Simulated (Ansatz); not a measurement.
# NiSTe: the cell at several levels of theory

The task here is to estimate one member of a computed series from the others.

Code: Ansatz 0.2.0. PAW datasets, plane waves, zero pressure. No spin polarisation and no zero-point or thermal motion; the cell was built from a prototype and may be hypothetical.

**The structure to begin with**

In-plane lattice: a = 3.671 Å, b = 3.671 Å, γ = 120.0°; thickness between the outer nuclei 2.98 Å. Ni has 3 S at 2.59 Å and 3 Te at 2.59 Å; S has 3 Ni at 2.59 Å; Te has 3 Ni at 2.59 Å.

The structure in full:

```
CELL_PARAMETERS angstrom
3.67133 0.00000 0.00000
-1.83566 3.17946 0.00000
0.00000 0.00000 18.00000
ATOMIC_POSITIONS crystal
Ni 0.00000 0.00000 0.50000
S 0.33333 0.66667 0.58288
Te 0.66667 0.33333 0.41712
```
The sheet repeats along a and b alone.

The first run:

File input.yaml:

```yaml
crystal:
  lattice:
    - [3.67132622, 0.0, 0.0]
    - [-1.83566311, 3.1794617721, 0.0]
    - [0.0, 0.0, 18.0]
  atoms:
    - { symbol: Ni, position: [0.0, 0.0, 0.5] }
    - { symbol: S, position: [0.3333333333, 0.6666666667, 0.5828777476] }
    - { symbol: Te, position: [0.6666666667, 0.3333333333, 0.4171222524] }
  periodic: [true, true, false]
kpoints:
  mp_grid: { grid: [12, 12, 1] }
hamiltonian:
  xc: pbe
scf:
  occupations: { method: fermi_dirac, width: 0.02 }
relax:
  f_tol: 0.005
  cell: {}
output:
  write_density: true
  write_potential: true
  elf: true
  volumetric_format: npy
```

Command:

```bash
ansatz run input.yaml --threads 4 --pin off --max-ram 5529MiB --backend cpu --events-out ev --progress --plain --runs-dir out
```

Steps of the session up to this table: PBE: cell and atoms; Relaxing with r2SCAN; Relaxation with PBEsol; LDA: cell and atoms; Relaxation with HSE06.

One of the session's tables, all rows but one given; the rest of the session is left out.

```
 level  a (Å)  area (Å²/atom)
   PBE  3.549           3.636
r2SCAN  3.527           3.590
PBEsol      ?               ?
   LDA  3.416           3.369
 HSE06  3.508           3.552
```

**Question.** Estimate the row for PBEsol.

**Answer.** a (Å): 3.445; area (Å²/atom): 3.426. In the column «a (Å)» it lies between LDA (3.416) and HSE06 (3.508).

What this shows: From the start to the first minimum the area moved by -6.6 %. The area runs from LDA (least) to PBE (most), a spread of 7.9 %, or 3.9 % in length if all axes shared it alike. The meshes differ: PBE 12×12×1, r2SCAN 12×12×1, PBEsol 12×12×1, LDA 12×12×1, HSE06 6×6×1.

To keep in mind: Warnings in the runs' records: xc potential rough in thin density, slab cell height set, filled band counts differ across k points.
